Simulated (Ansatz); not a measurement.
Working through vertical spin-state energies of CH₃Cl₂FTi, SMILES [CH3][Ti]([F])([Cl])[Cl]

With Ansatz 0.2.0, Python API.

Run as a notebook:

```python
import warnings

import ansatz as az
```

```python
GEOMETRY = """
C    -0.71990   -0.28330    0.91760
Ti    0.62290    0.09880   -0.68690
F     1.91710   -1.28820   -0.69930
Cl   -0.43640    0.10850   -2.72920
Cl    1.66860    2.16200   -0.39300
H    -1.26390   -1.20420    0.75770
H    -0.20270   -0.23400    1.87940
H    -1.49360    0.58320    0.89790
"""

warnings.simplefilter("ignore", az.DeckWarning)

ch3cl2fti = az.Crystal.molecule()
for line in GEOMETRY.strip().splitlines():
    symbol, *xyz = line.split()
    ch3cl2fti = ch3cl2fti.atom(symbol, [float(v) for v in xyz])

base = ch3cl2fti.calculation().basis(gaussian="STO-3G").correlation("mp2").accuracy("medium")
found = {}
for unpaired in [0, 2]:
    rep = base.spin("collinear", total=unpaired).run().report
    s = unpaired / 2
    found[unpaired] = rep["free_energy_ev"]
    print(f"2S+1 = {unpaired + 1}: E = {found[unpaired]:.5f} eV, <S^2> = {abs(rep['mean_field']['state']['spin_squared']):.3f} (pure state {s * (s + 1):.2f})")
lowest = min(found, key=found.get)
for unpaired, e in found.items():
    print(f"multiplicity {unpaired + 1}: {(e - found[lowest]):.3f} eV above the lowest")
```

    2S+1 = 1: E = -51338.54281 eV, <S^2> = 0.000 (pure state 0.00)
    2S+1 = 3: E = -51332.51126 eV, <S^2> = 2.008 (pure state 2.00)
    multiplicity 1: 0.000 eV above the lowest
    multiplicity 3: 6.032 eV above the lowest

In order: multiplicity 1 (+0.00 eV) and multiplicity 3 (+6.03 eV), all at the one geometry.

Notes:
- The settings weren't tested for convergence.
- The geometry is a force-field or estimated start, not a minimum of this method, and the basis set is short of its limit. All parts are taken at fixed geometry, without zero-point energy.
- S² is that of the Hartree-Fock reference.
- Run time: 6.1 s on 1 thread of INTEL(R) XEON(R) PLATINUM 8581C CPU @ 2.10GHz (Emerald Rapids) (shared host), peak memory 0.22 GiB.
